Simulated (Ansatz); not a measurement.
**GeHCl (SMILES [Cl][GeH]): functionals against CCSD(T) at one geometry**

The task here is to estimate one member of a computed series from the others.

Program: Ansatz 0.2.0, Gaussian basis. Level of theory: single points in def2-TZVPP. These are calculated values, not measurements.

Cores are frozen in the correlated methods. Filled d shells of the heavier atoms are correlated. B3LYP uses VWN-RPA correlation.

## Where the work starts

SMILES `[Cl][GeH]`, 3 atoms, charge 0, spin multiplicity 1.

Atoms are counted from 1 here; the program's logs count them from 0.

Bond lengths: Cl1–Ge2 2.081 Å, Ge2–H3 1.547 Å. Angles: Cl1–Ge2–H3 93.5°.

As a file:

```csv
atom,x (Å),y (Å),z (Å)
Cl1,1.11840,-0.93170,0.51860
Ge2,-0.66920,-0.41210,-0.41110
H3,-0.46090,1.10300,-0.17730
```

Set-up of the first run:

run/in.yaml

```yaml
crystal:
  periodic: [false, false, false]
  atoms:
    - {symbol: Cl, position_ang: [1.118400, -0.931700, 0.518600]}
    - {symbol: Ge, position_ang: [-0.669200, -0.412100, -0.411100]}
    - {symbol: H, position_ang: [-0.460900, 1.103000, -0.177300]}
basis:
  gaussian: {orbitals: def2-TZVPP}
correlation: {method: ccsd_t}
output: {forces: true}
```

The command line of these runs was not kept.

Steps of the session up to this table: CCSD(T)/def2-TZVPP; PBE0-D4/def2-TZVPP; wB97M-V/def2-TZVPP; r2SCAN-D4/def2-TZVPP; PBE-D4/def2-TZVPP; B3LYP-D4/def2-TZVPP; r2SCAN0-D4/def2-TZVPP.

One of the session's tables, all rows but one given; the rest of the session is left out.

| method | RMS force component (eV/Å) | angle to CCSD(T) forces (°) | dipole (D) |
| --- | --- | --- | --- |
| CCSD(T) | 0.929 | reference | 1.15 |
| PBE0-D4 | 0.930 | 5.8 | 1.18 |
| wB97M-V | ? | ? | ? |
| r2SCAN-D4 | 0.922 | 4.9 | 1.07 |
| PBE-D4 | 1.100 | 7.8 | 1.04 |
| B3LYP-D4 | 1.090 | 3.4 | 1.20 |
| r2SCAN0-D4 | 0.832 | 3.3 | 1.19 |

Estimate the missing values for wB97M-V.

As computed: RMS force component (eV/Å): 0.928; angle to CCSD(T) forces (°): 2.3; dipole (D): 1.25. In the column «RMS force component (eV/Å)» it lies between r2SCAN-D4 (0.922) and CCSD(T) (0.929).
